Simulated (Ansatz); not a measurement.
# FH7O2Si2: the cost of one run

Method: RKS PBE0-D4/def2-SVP, in Ansatz 0.2.0.

**1. Starting point**

Bond lengths: Si1–F2 2.004 Å, Si1–H3 1.441 Å, Si1–H4 1.448 Å, Si1–O5 1.622 Å, Si1–O7 2.065 Å, O7–Si8 1.609 Å, O5–H9 0.953 Å, Si8–H10 1.465 Å, Si8–H11 1.462 Å, Si8–H12 1.463 Å. Angles (14 of 18 angles, heavy atoms first): F2–Si1–O5 162.3°, F2–Si1–O7 68.2°, O5–Si1–O7 96.4°, Si1–O7–Si8 139.0°, F2–Si1–H3 83.2°, F2–Si1–H4 83.7°, H3–Si1–O5 95.7°, H3–Si1–O7 113.1°, H4–Si1–O5 108.4°, H4–Si1–O7 100.2°, Si1–O5–H9 125.8°, O7–Si8–H10 107.1°, O7–Si8–H11 104.6°, O7–Si8–H12 111.0°.

Coordinates:

```xyz
12

Si   -1.4468    0.3538   -0.4234
F    -1.3994   -1.5475   -1.0545
H    -1.4279    0.6440   -1.8345
H    -2.4142   -0.1530    0.5269
O    -0.9914    1.8361    0.0509
H    -0.3586   -1.5086   -0.4578
O     0.2517   -0.6262    0.2247
Si    1.8165   -0.3245    0.4494
H    -0.7689    2.0927    0.9418
H     1.9408    0.3827    1.7263
H     2.4454   -1.6438    0.4881
H     2.3528    0.4944   -0.6379
```

**2. A restrained relaxation towards end A**

Springs on the bonds that form and break draw the guess towards this end; the thresholds are loose.

input.yaml reads:

```yaml
crystal:
  periodic: [false, false, false]
  atoms:
    - { symbol: Si, position_ang: [-1.4468, 0.3538, -0.4234] }
    - { symbol: F, position_ang: [-1.3994, -1.5475, -1.0545] }
    - { symbol: H, position_ang: [-1.4279, 0.644, -1.8345] }
    - { symbol: H, position_ang: [-2.4142, -0.153, 0.5269] }
    - { symbol: O, position_ang: [-0.9914, 1.8361, 0.0509] }
    - { symbol: H, position_ang: [-0.3586, -1.5086, -0.4578] }
    - { symbol: O, position_ang: [0.2517, -0.6262, 0.2247] }
    - { symbol: Si, position_ang: [1.8165, -0.3245, 0.4494] }
    - { symbol: H, position_ang: [-0.7689, 2.0927, 0.9418] }
    - { symbol: H, position_ang: [1.9408, 0.3827, 1.7263] }
    - { symbol: H, position_ang: [2.4454, -1.6438, 0.4881] }
    - { symbol: H, position_ang: [2.3528, 0.4944, -0.6379] }
basis:
  gaussian: { orbitals: def2-SVP }
hamiltonian:
  xc: pbe0
  dispersion: d4
relax:
  f_tol: 0.15
  max_steps: 25
  restrain:
    - { distance: [0, 6], at: 3.07, k: 30.0 }
    - { distance: [5, 1], at: 2.18, k: 30.0 }
    - { distance: [0, 1], at: 1.68, k: 30.0 }
    - { distance: [5, 6], at: 0.97, k: 30.0 }
```

The run is started by

```
$ ansatz run input.yaml --threads 2 --pin off --max-ram 3072MiB --backend cpu --events-out ev --progress --plain --runs-dir out
```

Q: Estimate wall time and peak memory on 2 threads of Intel Xeon 6975P-C (Granite Rapids), shared host.

About 40 s, with a peak of 0.28 GiB.
